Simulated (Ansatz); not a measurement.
# ZrB: the cost of one run

Method: DFT PBE, scalar-relativistic, plane waves, PAW, in Ansatz 0.2.0.

## 1. The system as given

It takes space group Fm-3m (No. 225, cubic). Conventional cell: a = 4.650 Å, b = 4.650 Å, c = 4.650 Å, α = 90.00°, β = 90.00°, γ = 90.00°. Zr (site symmetry m-3m) has 6 B at 2.33 Å as nearest neighbours. B (site symmetry m-3m) has 6 Zr at 2.33 Å as nearest neighbours.

As a file:

```
CELL_PARAMETERS angstrom
0.00000 2.32500 2.32500
2.32500 0.00000 2.32500
2.32500 2.32500 0.00000
ATOMIC_POSITIONS crystal
Zr 0.00000 0.00000 0.00000
B 0.50000 0.50000 0.50000
```

The cell is taken as given, not relaxed at this level.

## 2. The undisturbed cell

File input.yaml:

```yaml
crystal:
  lattice:
    - [0.0, 2.325, 2.325]
    - [2.325, 0.0, 2.325]
    - [2.325, 2.325, 0.0]
  atoms:
    - { symbol: Zr, position: [0.0, 0.0, 0.0] }
    - { symbol: B, position: [0.5, 0.5, 0.5] }
basis:
  ecutwfc: 420
kpoints:
  mp_grid: { grid: [18, 18, 18] }
hamiltonian:
  xc: pbe
scf:
  occupations: { method: gaussian, width: 0.15 }
output:
  forces: true
  stress: true
  eigenvalues: true
```

On the command line:

```sh
$ ansatz run input.yaml --threads 1 --pin off --max-ram 1228MiB --backend cpu --events-out ev --progress --plain --runs-dir out
```

What time and memory should one allow on 1 thread of an x86-64 CPU, shared host?

About 1.8 s, with a peak of 0.38 GiB.
